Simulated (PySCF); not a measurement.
# [PbH3(NH3)]+: other functionals and bases at one geometry

An exercise on one series of results from a longer session: the logs are not shown, and one member is left open.

Program: PySCF 2.14.0. Level of theory: several levels, as the steps say, no spin–orbit coupling. These are calculated values, not measurements.

1 further run of the same task is left out (for a known fault of the program).

### Starting geometry

8 atoms, charge 1, spin multiplicity 1.

Bond lengths: Pb1–H2 1.737 Å, Pb1–H3 1.737 Å, Pb1–H4 1.737 Å, Pb1–N5 2.390 Å, N5–H6 1.024 Å, N5–H7 1.024 Å, N5–H8 1.024 Å. Angles: H2–Pb1–H3 118.8°, H2–Pb1–H4 118.8°, H2–Pb1–N5 96.4°, H3–Pb1–H4 118.8°, H3–Pb1–N5 96.4°, H4–Pb1–N5 96.4°, Pb1–N5–H6 112.2°, Pb1–N5–H7 112.2°, Pb1–N5–H8 112.2°, H6–N5–H7 106.6°, H6–N5–H8 106.6°, H7–N5–H8 106.6°.

Coordinates:

```xyz
8
H6NPb
Pb    0.2325   -0.2325    0.2325
H     1.0483    1.0659    1.0483
H    -1.0659   -1.0483    1.0483
H     1.0483   -1.0483   -1.0659
N    -1.1474    1.1474   -1.1474
H    -1.7578    1.7578   -0.5962
H    -0.5962    1.7578   -1.7578
H    -1.7578    0.5962   -1.7578
```

Formal oxidation states: Pb +4. An earlier session relaxed this geometry at PBE0, Pb def2-SVP with ECP60, H def2-SVP, N def2-SVP (singlet, point group C3v).

At PBE0 on the finer grid: E = -250.822424 Eh, HOMO -14.36 eV, LUMO -6.01 eV, Mulliken charge on Pb1 +0.54 e, largest force component 0.013 eV/Å. 

Levels to run: BLYP; wB97X; PBE0, TZVP. Hardware: 2 threads of Arm Neoverse V2, shared host.

Set-up of the first run:

File run.py (the lines that set the calculation):

```python
mol = gto.M(atom='''
Pb     0.23249    -0.23249     0.23249
H      1.04830     1.06591     1.04830
H     -1.06591    -1.04830     1.04830
H      1.04830    -1.04830    -1.06591
N     -1.14735     1.14735    -1.14735
H     -1.75783     1.75783    -0.59625
H     -0.59625     1.75783    -1.75783
H     -1.75783     0.59625    -1.75783''',
    basis={'Pb': 'def2-SVP', 'H': 'def2-SVP', 'N': 'def2-SVP'},
    ecp={'Pb': 'def2-SVP'},
    charge=1, spin=0)
mf = dft.RKS(mol, xc='BLYP')
mf.grids.atom_grid = (75, 302)
mf = mf.density_fit()  # fitting sets: Pb def2-universal-JKFIT, H def2-universal-JKFIT, N def2-universal-JKFIT
mf.conv_tol = 1e-08; mf.max_cycle = 55
mf.kernel(dm0)  # dm0: the density of the relaxed state
```

Started as:

```bash
> OMP_NUM_THREADS=2 python run.py
```

Among the steps run: BLYP; wB97X; PBE0, TZVP.

One table of the session follows, with a row left open; its other results are not shown here.

| level | HOMO (eV) | gap (eV) | charge on Pb1 (e) | dipole (D) | largest force component (eV/Å) |
| --- | --- | --- | --- | --- | --- |
| PBE0 (relaxed here) | -14.36 | 8.34 | 0.54 | 5.01 | 0.01 |
| BLYP | -13.04 | 6.26 | 0.54 | 5.13 | 0.29 |
| wB97X | ? | ? | ? | ? | ? |
| PBE0, TZVP | -14.36 | 8.24 | 0.47 | 4.90 | 0.18 |

Q: Estimate the row for wB97X from the others.

**Answer.** HOMO (eV): -16.69; gap (eV): 12.70; charge on Pb1 (e): 0.59; dipole (D): 4.94; largest force component (eV/Å): 0.08. In the column «HOMO (eV)» it is the lowest.

The dipole of a charged species depends on the origin, so these sizes hold for this origin alone.

In one basis the HOMO–LUMO gap runs from 6.26 eV (BLYP) to 12.70 eV (wB97X). The largest leftover force, 0.29 eV/Å with BLYP, stands at a geometry relaxed at another level. Total energies of different levels can't be compared.
